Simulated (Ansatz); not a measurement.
**C8H16: up Jacob's ladder to CCSD(T)**

How much do the methods differ for C8H16? The plan is to run it at one geometry with functionals of several rungs and with coupled cluster, and see how far each lands from CCSD(T) at the basis-set limit for the atomisation energy.

Computed with Ansatz 0.2.0, Gaussian basis. Level: functionals in def2-TZVPP, the program's frozen cores in correlated methods.

Plan: LDA (SPW92), PBE-D4, revPBE-D4, BLYP-D4, r2SCAN-D4, B97M-V, PBE0-D4, B3LYP-D4, r2SCANh-D4, r2SCAN0-D4, HSE06-D4, BHLYP-D4, CAM-B3LYP-D4, LC-ωPBE, ωB97X-V, ωB97M-V, B2PLYP, PBE-QIDH; CCSD(T)/def2-SVP; CCSD(T)/def2-TZVPP; MP2/def2-QZVPP; extrapolation to the limit; RPA on PBE.

## (1) The relaxed structure

The geometry comes from an earlier relaxation with PBE0-D4 in a triple-zeta def2 set; it is a stationary point, not always the lowest conformer.

SMILES `CCC1CCCCC1`, 24 atoms, charge 0, spin multiplicity 1.

Atoms are counted from 1 here; the program's logs count them from 0.

Bond lengths: C1–C2 1.519 Å, C1–H9 1.094 Å, C1–H10 1.092 Å, C1–H11 1.092 Å, C2–C3 1.529 Å, C2–H12 1.095 Å, C2–H13 1.096 Å, C3–C4 1.530 Å, C3–C8 1.530 Å, C3–H14 1.098 Å, C4–C5 1.523 Å, C4–H15 1.097 Å, C4–H16 1.093 Å, C5–C6 1.523 Å, C5–H17 1.096 Å, C5–H18 1.094 Å, C6–C7 1.523 Å, C6–H19 1.094 Å and more. Angles: C2–C1–H9 111.1°, C2–C1–H10 112.0°, C2–C1–H11 111.1°, H9–C1–H10 107.5°, H9–C1–H11 107.7°, H10–C1–H11 107.3°, C1–C2–C3 114.2°, C1–C2–H12 109.3°, C1–C2–H13 109.1°, C3–C2–H12 110.4°, C3–C2–H13 107.8°, H12–C2–H13 105.7°, C2–C3–C4 113.5°, C2–C3–C8 111.6°, C2–C3–H14 106.6°, C4–C3–C8 109.4°, C4–C3–H14 107.6°, C8–C3–H14 107.7° and more.

## (2) LDA

This LDA is Slater exchange with PW92 correlation.

File in.yaml:

```yaml
crystal:
  periodic: [false, false, false]
  atoms:
    - {symbol: C, position_ang: [2.603218, 0.971319, -0.143788]}
    - {symbol: C, position_ang: [1.560138, 0.092935, 0.526084]}
    - {symbol: C, position_ang: [0.602441, -0.596004, -0.446750]}
    - {symbol: C, position_ang: [-0.245372, 0.381019, -1.264602]}
    - {symbol: C, position_ang: [-1.302012, 1.085691, -0.423522]}
    - {symbol: C, position_ang: [-2.197759, 0.080127, 0.287312]}
    - {symbol: C, position_ang: [-1.380114, -0.899541, 1.118086]}
    - {symbol: C, position_ang: [-0.315439, -1.587182, 0.271635]}
    - {symbol: H, position_ang: [3.164932, 0.410692, -0.896979]}
    - {symbol: H, position_ang: [2.152866, 1.832508, -0.642674]}
    - {symbol: H, position_ang: [3.319860, 1.356901, 0.585090]}
    - {symbol: H, position_ang: [1.000733, 0.688085, 1.254652]}
    - {symbol: H, position_ang: [2.067232, -0.686219, 1.106721]}
    - {symbol: H, position_ang: [1.224828, -1.165423, -1.149593]}
    - {symbol: H, position_ang: [-0.749902, -0.182877, -2.058837]}
    - {symbol: H, position_ang: [0.391091, 1.112510, -1.770137]}
    - {symbol: H, position_ang: [-0.819410, 1.731879, 0.319195]}
    - {symbol: H, position_ang: [-1.901811, 1.745991, -1.057167]}
    - {symbol: H, position_ang: [-2.929292, 0.596411, 0.916316]}
    - {symbol: H, position_ang: [-2.771069, -0.479005, -0.463507]}
    - {symbol: H, position_ang: [-0.907309, -0.364246, 1.949421]}
    - {symbol: H, position_ang: [-2.034731, -1.649615, 1.572199]}
    - {symbol: H, position_ang: [0.282018, -2.264939, 0.890554]}
    - {symbol: H, position_ang: [-0.815126, -2.211008, -0.479749]}
basis:
  gaussian: {orbitals: def2-TZVPP}
hamiltonian: {xc: lda}
output: {orbitals: {seedname: orbitals}}
```

On the command line:

```bash
$ ansatz run in.yaml --threads 4 --pin off --events-out ev --progress --plain --max-ram 66560MiB --backend cuda --devices 0, --max-vram 37GiB
```

Further steps of the session: PBE-D4 (GGA); revPBE-D4 (GGA); BLYP-D4 (GGA); r2SCAN-D4 (meta-GGA); B97M-V (meta-GGA); B3LYP-D4 (hybrid); r2SCANh-D4 (hybrid); r2SCAN0-D4 (hybrid); HSE06-D4 (hybrid); BHLYP-D4 (hybrid); CAM-B3LYP-D4 (range-separated); LC-ωPBE (range-separated); ωB97X-V (range-separated); ωB97M-V (range-separated); B2PLYP (double hybrid); PBE-QIDH (double hybrid); CCSD(T) in def2-SVP; CCSD(T) in def2-TZVPP; MP2 in def2-QZVPP; RPA on PBE orbitals.

Q: Predict the results of all the runs planned. Wanted: atomisation energy, CCSD(T)/CBS; farthest beyond LDA; mean size of error, GGA; mean size of error, meta-GGA; mean size of error, hybrid; mean size of error, range-separated; mean size of error, double hybrid; gap, smallest and largest; T1 diagnostic.

The runs gave:

| quantity | value |
| --- | --- |
| atomisation energy, CCSD(T)/CBS | 9842.2 kJ/mol |
| functionals within 49.2 kJ/mol (0.5 %) | revPBE-D4, r2SCAN-D4, B97M-V, B3LYP-D4, r2SCANh-D4, r2SCAN0-D4, CAM-B3LYP-D4, LC-ωPBE, ωB97X-V, ωB97M-V, PBE-QIDH |
| farthest beyond LDA | BHLYP-D4 (-194.1 kJ/mol) |
| mean size of error, GGA | 87.5 kJ/mol |
| mean size of error, meta-GGA | 22.3 kJ/mol |
| mean size of error, hybrid | 73.1 kJ/mol |
| mean size of error, range-separated | 29.2 kJ/mol |
| mean size of error, double hybrid | 61.1 kJ/mol |
| gap, smallest and largest | 7.02 eV (LDA (SPW92)), 13.98 eV (LC-ωPBE) |
| T1 diagnostic | 0.0088 |
| triples share of the correlation energy | 3.9 % |

The LDA atomisation energy is off by 1324.1 kJ/mol (13 %): it overbinds. PBE-D4 is off by +188.1 kJ/mol. Double hybrids carry the basis error of their MP2 part in triple zeta, and no dispersion term here, so their miss is partly the set-up's. The rungs meta-GGA, range-separated miss on average by less than the doubt on the reference (49.2 kJ/mol), so they tie. Misses under about 49.2 kJ/mol are within the doubt on the reference itself, which lacks core-valence correlation, relativity and higher excitations. Hartree-Fock recovers 76 % of the binding; the rest is correlation. CCSD(T) in def2-SVP is off by -323.0 kJ/mol, more than most functionals: a good method in a small basis is no reference. Orbital gaps span 7.0 to 14.0 eV; exact exchange widens them.
